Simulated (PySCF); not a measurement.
**From one method to the next for Be⁺**

Aim: see what other levels and later steps give for Be⁺.

Method: method and basis as typed in the scripts; program: PySCF 2.14.0.

## 1. The atom

Be⁺: 1 atom, charge 1, spin multiplicity 2.

## 2. The run that the others are compared with

File input.py:

```python
from pyscf import gto, scf, cc

mol = gto.M(
    atom='Be 0 0 0',
    basis='cc-pvqz',
    charge=1,
    spin=1,
    verbose=3,
)
mf = scf.UHF(mol)
mf.kernel()
mycc = cc.CCSD(mf)
mycc.kernel()
mycc.ccsd_t()
mf.dip_moment()
print('orbital energies (hartree):', [e[max(0, n-3):n+3].round(4) for e, n in zip(mf.mo_energy, mol.nelec)])
```

The run is started by

```bash
$ python input.py
```

## 3. EOM-EE

Run 1 changes step after the SCF: ccsd(t) → eomee; number of roots: none → 4.

Changes to input.py since step 2:

```diff
@@ -13,3 +13,4 @@
 mycc.kernel()
-mycc.ccsd_t()
+e = mycc.eeccsd(nroots=4)[0]
+print('roots (eV) =', (e*27.211386).round(3))
 mf.dip_moment()
```

## 4. Population analysis

Run 2 changes step after the SCF: ccsd(t) → analyze.

File input.py:

```python
from pyscf import gto, scf

mol = gto.M(
    atom='Be 0 0 0',
    basis='cc-pvqz',
    charge=1,
    spin=1,
    verbose=3,
)
mf = scf.UHF(mol)
mf.kernel()
mf.analyze()
print('orbital energies (hartree):', [e[max(0, n-3):n+3].round(4) for e, n in zip(mf.mo_energy, mol.nelec)])
```

## 5. Stability test

Run 3 changes step after the SCF: ccsd(t) → stability.

Changes to input.py since step 2:

```diff
@@ -1,2 +1,2 @@
-from pyscf import gto, scf, cc
+from pyscf import gto, scf
 
@@ -11,5 +11,3 @@
 mf.kernel()
-mycc = cc.CCSD(mf)
-mycc.kernel()
-mycc.ccsd_t()
+mf.stability(internal=True, external=True)
 mf.dip_moment()
```

## 6. ROHF

Run 4 changes SCF type: UHF → ROHF.

File input.py:

```python
from pyscf import gto, scf, cc

mol = gto.M(
    atom='Be 0 0 0',
    basis='cc-pvqz',
    charge=1,
    spin=1,
    verbose=3,
)
mf = scf.ROHF(mol)
mf.kernel()
mycc = cc.CCSD(mf)
mycc.kernel()
mycc.ccsd_t()
mf.dip_moment()
print('orbital energies (hartree):', mf.mo_energy[..., max(0, mol.nelec[1]-3):mol.nelec[0]+3].round(4))
```

Before running it: what results should come out? Wanted: for each run, E(SCF); from base; gap, α spin; after the SCF.

**Answer**, as computed:

```
                run  E(SCF) (hartree)  from base (eV)  gap, α spin (eV)                                   after the SCF
               base        -14.277389               0             11.95                   CCSD(T) correlation -0.567 eV
             EOM-EE        -14.277389          0.0000             11.95  CCSD correlation -0.567 eV, first root 3.95 eV
population analysis        -14.277389          0.0000             11.95                                             n/a
     stability test        -14.277389          0.0000             11.95                                          stable
               ROHF        -14.277324         +0.0018               n/a                   CCSD(T) correlation -0.569 eV
```

**Reading.** Total energies from different bases, Hamiltonians or methods carry different errors, so properties are taken as differences within one set-up.
